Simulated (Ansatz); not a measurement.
# CH2SeSi: the cost of one run

The runs use Ansatz 0.2.0, Gaussian basis; single points in def2-TZVPP.

Cores are frozen in the correlated methods. Filled d shells of the heavier atoms are correlated.

## 1. Where the work starts

SMILES `C#[Si][SeH]`, 5 atoms, charge 0, spin multiplicity 1.

Atoms are counted from 1 here; the program's logs count them from 0.

Bond lengths: C1–Si2 1.603 Å, C1–H4 1.095 Å, Si2–Se3 2.226 Å, Se3–H5 1.417 Å. Angles: Si2–C1–H4 172.4°, C1–Si2–Se3 165.3°, Si2–Se3–H5 93.8°.

Coordinates:

```xyz
5
CH2SeSi
C    -0.99578   -1.30665    0.35425
Si   -0.29815    0.08178   -0.03800
Se    0.79820    2.01871   -0.02909
H    -1.51957   -2.25967    0.48599
H     1.97569    1.46262   -0.58876
```

## 2. PBE-D4/def2-TZVPP

run/in.yaml reads:

```yaml
crystal:
  periodic: [false, false, false]
  atoms:
    - {symbol: C, position_ang: [-0.995780, -1.306653, 0.354252]}
    - {symbol: Si, position_ang: [-0.298146, 0.081783, -0.037999]}
    - {symbol: Se, position_ang: [0.798203, 2.018710, -0.029092]}
    - {symbol: H, position_ang: [-1.519572, -2.259672, 0.485988]}
    - {symbol: H, position_ang: [1.975694, 1.462621, -0.588760]}
basis:
  gaussian: {orbitals: def2-TZVPP}
hamiltonian: {xc: pbe, dispersion: d4}
output: {forces: true}
```

On the command line:

```sh
ansatz run in.yaml --threads 2 --pin off --events-out ev --progress --plain --max-ram 3481MiB
```

**Question.** How long does this run take on 2 threads of Intel Xeon at 2.50GHz, shared host, and how much memory does it need?

About 3.3 s, with a peak of 0.17 GiB.
